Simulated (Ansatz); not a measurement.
# Cu4Mo: the cost of one run

Computed with Ansatz 0.2.0 (DFT PBE, scalar-relativistic, plane waves, PAW, unless a step's input says otherwise).

### 1 The system as given

Symmetry: I4/mmm, No. 139, tetragonal system. The conventional cell has a = 4.135 Å, b = 4.135 Å, c = 7.576 Å, α = 90.00°, β = 90.00°, γ = 90.00°. Cu (site symmetry 4mm) is surrounded by 1 Mo at 1.91 Å. Around Cu (site symmetry mmm) lie 2 Mo at 2.07 Å. Mo (site symmetry 4/mmm) is surrounded by 6 Cu at 1.91 to 2.07 Å.

Structure file:

```xyz
5
Lattice="-2.0677 2.0677 3.7882 2.0677 -2.0677 3.7882 2.0677 2.0677 -3.7882" Properties=species:S:1:pos:R:3 pbc="T T T"
Cu    0.0000    0.0000    5.6684
Cu    0.0000    2.0677    0.0000
Cu    2.0677    0.0000    0.0000
Cu    0.0000    0.0000    1.9081
Mo    0.0000    0.0000    0.0000
```

Recipe of the guess: species swapped into a database cell of PbF4 (I4/mmm, No. 139), with Mo on the Pb sites and Cu on the F sites. Its size is a rough estimate.

### 2 Probe: one point on a coarse mesh

The input, input.yaml:

```yaml
crystal:
  lattice:
    - [-2.06772518, 2.06772518, 3.78823576]
    - [2.06772518, -2.06772518, 3.78823576]
    - [2.06772518, 2.06772518, -3.78823576]
  atoms:
    - { symbol: Cu, position: [0.74815279, 0.74815279, 0.0] }
    - { symbol: Cu, position: [0.5, 0.0, 0.5] }
    - { symbol: Cu, position: [0.0, 0.5, 0.5] }
    - { symbol: Cu, position: [0.25184721, 0.25184721, 0.0] }
    - { symbol: Mo, position: [0.0, 0.0, 0.0] }
basis:
  ecutwfc: 420
kpoints:
  mp_grid: { grid: [6, 6, 6] }
hamiltonian:
  xc: pbe
scf:
  occupations: { method: gaussian, width: 0.1 }
  lower_state_search: "off"
output:
  forces: true
  stress: true
  eigenvalues: true
```

Run with:

```bash
ansatz run input.yaml --threads 1 --pin off --max-ram 2560MiB --backend cpu --events-out ev --progress --plain --runs-dir out
```

Q: Estimate wall time and peak memory on 1 thread of Intel Xeon at 2.50GHz (Skylake/Cascade Lake), shared host.

About 11 s, with a peak of 0.41 GiB.
